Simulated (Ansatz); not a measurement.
**BrFGaHO: a ladder of functionals and wavefunction methods**

The task here is to estimate one member of a computed series from the others.

The runs use Ansatz 0.2.0, Gaussian basis; functionals in def2-TZVPP, the program's frozen cores in correlated methods.

Plan: PBE-D4, r2SCAN-D4, PBE0-D4, B3LYP-D4, ωB97X-V, ωB97M-V, B2PLYP; CCSD(T)/def2-TZVPP; CCSD(T)/def2-QZVPP; extrapolation to the limit.

### The geometry

All runs share one geometry, relaxed beforehand with PBE0-D4 in a triple-zeta def2 set.

SMILES `[OH][Ga]([F])[Br]`, 5 atoms, charge 0, spin multiplicity 1.

Atoms are counted from 1 here; the program's logs count them from 0.

Bond lengths: O1–Ga2 1.762 Å, O1–H5 0.961 Å, Ga2–F3 1.734 Å, Ga2–Br4 2.257 Å. Angles: Ga2–O1–H5 113.3°, O1–Ga2–F3 116.6°, O1–Ga2–Br4 124.6°, F3–Ga2–Br4 118.8°.

As a file:

| atom | x (Å) | y (Å) | z (Å) |
| --- | --- | --- | --- |
| O1 | -0.23251 | 1.05861 | -0.90711 |
| Ga2 | 0.30763 | -0.11466 | 0.29173 |
| F3 | 1.81427 | 0.22029 | 1.08248 |
| Br4 | -0.81985 | -1.98919 | 0.84944 |
| H5 | -1.06955 | 0.82496 | -1.31654 |

The first run:

File in.yaml:

```yaml
crystal:
  periodic: [false, false, false]
  atoms:
    - {symbol: O, position_ang: [-0.232507, 1.058605, -0.907107]}
    - {symbol: Ga, position_ang: [0.307634, -0.114664, 0.291729]}
    - {symbol: F, position_ang: [1.814265, 0.220286, 1.082485]}
    - {symbol: Br, position_ang: [-0.819853, -1.989191, 0.849444]}
    - {symbol: H, position_ang: [-1.069549, 0.824964, -1.316542]}
basis:
  gaussian: {orbitals: def2-TZVPP}
hamiltonian: {xc: pbe, dispersion: d4}
output: {forces: true, orbitals: {seedname: orbitals}}
```

Command:

```sh
> ansatz run in.yaml --threads 2 --pin off --events-out ev --progress --plain --max-ram 32768MiB --backend cpu
```

Steps of the session up to this table: PBE-D4 (GGA); r2SCAN-D4 (meta-GGA); PBE0-D4 (hybrid); B3LYP-D4 (hybrid); ωB97X-V (range-separated); ωB97M-V (range-separated); B2PLYP (double hybrid); CCSD(T) in def2-TZVPP; CCSD(T) in def2-QZVPP.

One of the session's tables, all rows but one given; the rest of the session is left out.

```
            method  atomisation energy (kcal/mol)
            PBE-D4                          396.0
         r2SCAN-D4                          392.6
           PBE0-D4                          382.9
          B3LYP-D4                              ?
           ωB97X-V                          389.5
           ωB97M-V                          385.2
            B2PLYP                          383.3
     HF/def2-TZVPP                          265.1
    MP2/def2-TZVPP                          404.4
   CCSD/def2-TZVPP                          374.5
CCSD(T)/def2-TZVPP                          383.4
           MP2/CBS                          415.1
       CCSD(T)/CBS                          394.1
```

Estimate the missing values for B3LYP-D4.

As computed: atomisation energy (kcal/mol): 379.2. In the column «atomisation energy (kcal/mol)» it lies between CCSD/def2-TZVPP (374.5) and PBE0-D4 (382.9).

To keep in mind: Free atoms (1 O, 1 Ga, 1 F, 1 Br, 1 H) were run apart at each level; the atomisation energy is their sum less the molecule, without zero-point or spin-orbit terms.
